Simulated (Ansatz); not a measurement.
**CH₉GaSSi₂: a ladder of functionals and wavefunction methods**

Aim: compute CH₉GaSSi₂ with functionals from several rungs and with coupled cluster, and see how far each lands from CCSD(T) at the basis-set limit for the atomisation energy.

Method: functionals in def2-TZVPP, the program's frozen cores in correlated methods; program: Ansatz 0.2.0, Gaussian basis.

Plan: LDA (SPW92), PBE-D4, revPBE-D4, BLYP-D4, r2SCAN-D4, B97M-V, PBE0-D4, B3LYP-D4, r2SCANh-D4, r2SCAN0-D4, HSE06-D4, BHLYP-D4, CAM-B3LYP-D4, LC-ωPBE, ωB97X-V, ωB97M-V, B2PLYP, PBE-QIDH; CCSD(T)/def2-SVP; CCSD(T)/def2-TZVPP; MP2/def2-QZVPP; extrapolation to the limit; RPA on PBE.

### 1 The relaxed structure

The geometry comes from an earlier relaxation with PBE0-D4 in a triple-zeta def2 set; it is a stationary point, not always the lowest conformer.

SMILES `C[SiH2]S[SiH2][GaH2]`, 14 atoms, charge 0, spin multiplicity 1.

Atoms are counted from 1 here; the program's logs count them from 0.

Bond lengths: C1–Si2 1.876 Å, C1–H6 1.098 Å, C1–H7 1.094 Å, C1–H8 1.094 Å, Si2–S3 2.132 Å, Si2–H9 1.484 Å, Si2–H10 1.487 Å, S3–Si4 2.156 Å, Si4–Ga5 2.417 Å, Si4–H11 1.491 Å, Si4–H12 1.489 Å, Ga5–H13 1.574 Å, Ga5–H14 1.571 Å. Angles: Si2–C1–H6 111.5°, Si2–C1–H7 110.6°, Si2–C1–H8 111.1°, H6–C1–H7 105.5°, H6–C1–H8 110.8°, H7–C1–H8 107.2°, C1–Si2–S3 112.2°, C1–Si2–H9 110.2°, C1–Si2–H10 108.8°, S3–Si2–H9 105.3°, S3–Si2–H10 111.0°, H9–Si2–H10 109.2°, Si2–S3–Si4 99.4°, S3–Si4–Ga5 109.7°, S3–Si4–H11 109.3°, S3–Si4–H12 104.2°, Ga5–Si4–H11 113.5°, Ga5–Si4–H12 112.2° and more.

### 2 LDA

This LDA is Slater exchange with PW92 correlation.

Contents of in.yaml:

```yaml
crystal:
  periodic: [false, false, false]
  atoms:
    - {symbol: C, position_ang: [-0.312559, 1.538114, 0.201139]}
    - {symbol: Si, position_ang: [-0.949578, 0.385321, 1.537019]}
    - {symbol: S, position_ang: [-1.362047, -1.568025, 0.787740]}
    - {symbol: Si, position_ang: [0.501675, -1.957539, -0.223800]}
    - {symbol: Ga, position_ang: [0.900388, -0.244247, -1.881254]}
    - {symbol: H, position_ang: [0.751540, 1.364530, -0.007082]}
    - {symbol: H, position_ang: [-0.379347, 2.579644, 0.528645]}
    - {symbol: H, position_ang: [-0.907326, 1.447388, -0.712901]}
    - {symbol: H, position_ang: [-2.243017, 0.881993, 2.069405]}
    - {symbol: H, position_ang: [0.046672, 0.333576, 2.639256]}
    - {symbol: H, position_ang: [1.594083, -2.075705, 0.783818]}
    - {symbol: H, position_ang: [0.309024, -3.299789, -0.838694]}
    - {symbol: H, position_ang: [2.260241, 0.545820, -1.935436]}
    - {symbol: H, position_ang: [-0.209749, 0.068930, -2.947865]}
basis:
  gaussian: {orbitals: def2-TZVPP}
hamiltonian: {xc: lda}
output: {orbitals: {seedname: orbitals}}
```

The run is started by

```
> ansatz run in.yaml --threads 2 --pin off --events-out ev --progress --plain --max-ram 32768MiB --backend cuda --devices 0, --max-vram 18GiB
```

Further steps of the session: PBE-D4 (GGA); revPBE-D4 (GGA); BLYP-D4 (GGA); r2SCAN-D4 (meta-GGA); B97M-V (meta-GGA); B3LYP-D4 (hybrid); r2SCANh-D4 (hybrid); r2SCAN0-D4 (hybrid); HSE06-D4 (hybrid); BHLYP-D4 (hybrid); CAM-B3LYP-D4 (range-separated); LC-ωPBE (range-separated); ωB97X-V (range-separated); ωB97M-V (range-separated); B2PLYP (double hybrid); PBE-QIDH (double hybrid); CCSD(T) in def2-SVP; CCSD(T) in def2-TZVPP; MP2 in def2-QZVPP; RPA on PBE orbitals.

Before running them: what should the planned runs give, taken together? Wanted: atomisation energy, CCSD(T)/CBS; farthest beyond LDA; mean size of error, GGA; mean size of error, meta-GGA; mean size of error, hybrid; mean size of error, range-separated; mean size of error, double hybrid; gap, smallest and largest; T1 diagnostic.

The runs gave:

| quantity | value |
| --- | --- |
| atomisation energy, CCSD(T)/CBS | 4312.2 kJ/mol |
| functionals within 43.1 kJ/mol (1.0 %) | PBE-D4, r2SCAN-D4, B97M-V, PBE0-D4, B3LYP-D4, r2SCANh-D4, r2SCAN0-D4, HSE06-D4, CAM-B3LYP-D4, ωB97X-V, ωB97M-V, PBE-QIDH |
| farthest beyond LDA | B2PLYP (-92.4 kJ/mol) |
| mean size of error, GGA | 66.2 kJ/mol |
| mean size of error, meta-GGA | 19.4 kJ/mol |
| mean size of error, hybrid | 34.3 kJ/mol |
| mean size of error, range-separated | 26.8 kJ/mol |
| mean size of error, double hybrid | 66.8 kJ/mol |
| gap, smallest and largest | 3.08 eV (LDA (SPW92)), 9.74 eV (LC-ωPBE) |
| T1 diagnostic | 0.0126 |
| triples share of the correlation energy | 4.0 % |

The LDA atomisation energy is off by 481.6 kJ/mol (11 %): it overbinds. PBE-D4 misses by -24.9 kJ/mol. Double hybrids carry the basis error of their MP2 part in triple zeta, and no dispersion term here, so their miss is partly the set-up's. The rungs meta-GGA, range-separated, hybrid miss on average by less than the doubt on the reference (43.1 kJ/mol), so they tie. Misses under about 43.1 kJ/mol are within the doubt on the reference itself, which lacks core-valence correlation, relativity and higher excitations, and its outer-core shells are covered unevenly. Hartree-Fock recovers 75 % of the binding; the rest is correlation. CCSD(T) in def2-SVP is off by -294.6 kJ/mol, worse than the median functional, from the basis alone. Orbital gaps span 3.1 to 9.7 eV; exact exchange widens them. Correlated methods include outer-core shells of Ga, which these sets cover unevenly.
